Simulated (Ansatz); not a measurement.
# C2H5ClSSi: up Jacob's ladder to CCSD(T)

The task here is to estimate one member of a computed series from the others.

The runs use Ansatz 0.2.0, Gaussian basis; functionals in def2-TZVPP, the program's frozen cores in correlated methods.

Levels to be run: PBE-D4, r2SCAN-D4, PBE0-D4, B3LYP-D4, ωB97X-V, ωB97M-V, B2PLYP; CCSD(T)/def2-TZVPP; MP2/def2-QZVPP; extrapolation to the limit.

## The relaxed structure

The geometry comes from an earlier relaxation with PBE0-D4 in a triple-zeta def2 set; it is a stationary point, not always the lowest conformer.

SMILES `C[Si]1(Cl)CS1`, 10 atoms, charge 0, spin multiplicity 1.

Atoms are counted from 1 here; the program's logs count them from 0.

Bond lengths: C1–Si2 1.847 Å, C1–H6 1.092 Å, C1–H7 1.092 Å, C1–H8 1.091 Å, Si2–Cl3 2.046 Å, Si2–C4 1.828 Å, Si2–S5 2.073 Å, C4–S5 1.884 Å, C4–H9 1.086 Å, C4–H10 1.086 Å. Angles: Si2–C1–H6 110.4°, Si2–C1–H7 110.2°, Si2–C1–H8 109.6°, H6–C1–H7 108.3°, H6–C1–H8 109.4°, H7–C1–H8 108.8°, C1–Si2–Cl3 110.0°, C1–Si2–C4 123.6°, C1–Si2–S5 121.6°, Cl3–Si2–C4 117.2°, Cl3–Si2–S5 118.5°, C4–Si2–S5 57.3°, Si2–C4–S5 67.9°, Si2–C4–H9 121.2°, Si2–C4–H10 119.8°, S5–C4–H9 112.8°, S5–C4–H10 112.4°, H9–C4–H10 113.4° and more.

The first run:

in.yaml reads:

```yaml
crystal:
  periodic: [false, false, false]
  atoms:
    - {symbol: C, position_ang: [0.292424, -1.027524, 1.191384]}
    - {symbol: Si, position_ang: [0.454333, 0.328553, -0.052492]}
    - {symbol: Cl, position_ang: [2.409305, 0.521178, -0.625650]}
    - {symbol: C, position_ang: [-0.823566, 0.712680, -1.301430]}
    - {symbol: S, position_ang: [-0.722646, 2.033062, 0.038508]}
    - {symbol: H, position_ang: [0.688445, -1.962677, 0.789742]}
    - {symbol: H, position_ang: [0.850655, -0.778774, 2.096078]}
    - {symbol: H, position_ang: [-0.758874, -1.160539, 1.452166]}
    - {symbol: H, position_ang: [-1.777687, 0.193496, -1.308906]}
    - {symbol: H, position_ang: [-0.529189, 1.089247, -2.276399]}
basis:
  gaussian: {orbitals: def2-TZVPP}
hamiltonian: {xc: pbe, dispersion: d4}
output: {forces: true, orbitals: {seedname: orbitals}}
```

Command:

```sh
$ ansatz run in.yaml --threads 4 --pin off --events-out ev --progress --plain --max-ram 10444MiB
```

Steps of the session up to this table: PBE-D4 (GGA); r2SCAN-D4 (meta-GGA); PBE0-D4 (hybrid); B3LYP-D4 (hybrid); ωB97X-V (range-separated); ωB97M-V (range-separated); B2PLYP (double hybrid); CCSD(T) in def2-TZVPP; MP2 in def2-QZVPP.

One of the session's tables, all rows but one given; the rest of the session is left out.

It belongs to the step «Atomisation energies». 

| method | atomisation energy (kJ/mol) |
| --- | --- |
| PBE-D4 | 3760.3 |
| r2SCAN-D4 | 3715.2 |
| PBE0-D4 | 3714.2 |
| B3LYP-D4 | 3663.8 |
| ωB97X-V | 3705.6 |
| ωB97M-V | 3709.2 |
| B2PLYP | ? |
| HF/def2-TZVPP | 2711.1 |
| MP2/def2-TZVPP | 3654.4 |
| CCSD/def2-TZVPP | 3517.2 |
| CCSD(T)/def2-TZVPP | 3579.9 |
| MP2/CBS | 3760.0 |
| CCSD(T)/CBS | 3685.6 |

Estimate the missing values for B2PLYP.

The run gave: atomisation energy (kJ/mol): 3628.6. In the column «atomisation energy (kJ/mol)» it lies between CCSD(T)/def2-TZVPP (3579.9) and MP2/def2-TZVPP (3654.4).
